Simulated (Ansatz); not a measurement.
# C4H8F2O2Si2: basis-set convergence

How large a basis does C4H8F2O2Si2 need? Two functionals are run in growing sets.

Program: Ansatz 0.2.0, Gaussian basis. Level of theory: one geometry, several basis sets. These are calculated values, not measurements.

The runs, in order: PBE0-D4/def2-SVP; ωB97M-V/def2-SVP; PBE0-D4/def2-QZVPP; ωB97M-V/def2-QZVPP; the functionals' def2-TZVPP values are taken from earlier runs.

### 1 The relaxed structure

All runs share one geometry, relaxed beforehand with PBE0-D4 in a triple-zeta def2 set.

SMILES `CO[Si@H](F)C#C[Si@@H](F)OC`, 18 atoms, charge 0, spin multiplicity 1.

Atoms are counted from 1 here; the program's logs count them from 0.

Bond lengths: C1–O2 1.415 Å, C1–H11 1.093 Å, C1–H12 1.090 Å, C1–H13 1.094 Å, O2–Si3 1.615 Å, Si3–F4 1.593 Å, Si3–C5 1.827 Å, Si3–H14 1.469 Å, C5–C6 1.214 Å, C6–Si7 1.827 Å, Si7–F8 1.593 Å, Si7–O9 1.615 Å, Si7–H15 1.469 Å, O9–C10 1.415 Å, C10–H16 1.090 Å, C10–H17 1.094 Å, C10–H18 1.093 Å. Angles: O2–C1–H11 110.6°, O2–C1–H12 108.0°, O2–C1–H13 111.3°, H11–C1–H12 108.9°, H11–C1–H13 109.1°, H12–C1–H13 108.9°, C1–O2–Si3 126.7°, O2–Si3–F4 111.4°, O2–Si3–C5 110.3°, O2–Si3–H14 107.9°, F4–Si3–C5 106.1°, F4–Si3–H14 108.6°, C5–Si3–H14 112.6°, Si3–C5–C6 178.3°, C5–C6–Si7 178.3°, C6–Si7–F8 106.1°, C6–Si7–O9 110.3°, C6–Si7–H15 112.6° and more.

### 2 PBE0-D4 in def2-SVP

in.yaml reads:

```yaml
crystal:
  periodic: [false, false, false]
  atoms:
    - {symbol: C, position_ang: [-0.232223, 1.165442, -3.295453]}
    - {symbol: O, position_ang: [1.029430, 0.544507, -3.140225]}
    - {symbol: Si, position_ang: [1.438673, -0.544360, -2.020596]}
    - {symbol: F, position_ang: [0.743188, -1.950409, -2.295382]}
    - {symbol: C, position_ang: [0.860296, -0.007121, -0.372849]}
    - {symbol: C, position_ang: [0.483025, 0.383438, 0.712810]}
    - {symbol: Si, position_ang: [-0.058203, 0.929839, 2.370141]}
    - {symbol: F, position_ang: [-1.389807, 1.773438, 2.143549]}
    - {symbol: O, position_ang: [-0.324386, -0.347174, 3.321522]}
    - {symbol: C, position_ang: [-1.044585, -1.517458, 2.985051]}
    - {symbol: H, position_ang: [-0.937565, 0.486171, -3.781140]}
    - {symbol: H, position_ang: [-0.098668, 2.045826, -3.924396]}
    - {symbol: H, position_ang: [-0.643076, 1.478122, -2.330587]}
    - {symbol: H, position_ang: [2.895794, -0.722636, -2.077072]}
    - {symbol: H, position_ang: [0.933209, 1.787091, 3.033759]}
    - {symbol: H, position_ang: [-0.794429, -2.287666, 3.714888]}
    - {symbol: H, position_ang: [-0.777250, -1.875396, 1.986089]}
    - {symbol: H, position_ang: [-2.120920, -1.330354, 3.021591]}
basis:
  gaussian: {orbitals: def2-SVP}
hamiltonian: {xc: pbe0, dispersion: d4}
output: {orbitals: {seedname: orbitals}}
```

Further steps of the session: ωB97M-V in def2-SVP; PBE0-D4 in def2-QZVPP; ωB97M-V in def2-QZVPP.

Before running them: what should the planned runs give, taken together? Wanted: PBE0-D4: double and triple zeta above quadruple; ωB97M-V: double and triple zeta above quadruple.

The runs gave:

| quantity | value |
| --- | --- |
| PBE0-D4: double and triple zeta above quadruple | 24.03, 1.34 eV |
| ωB97M-V: double and triple zeta above quadruple | 24.38, 1.24 eV |

In words: For PBE0-D4 the step from double to triple zeta gains 22.69 eV and the next only 1.34 eV. Total energies overstate the basis error of differences, where much of it tends to cancel.
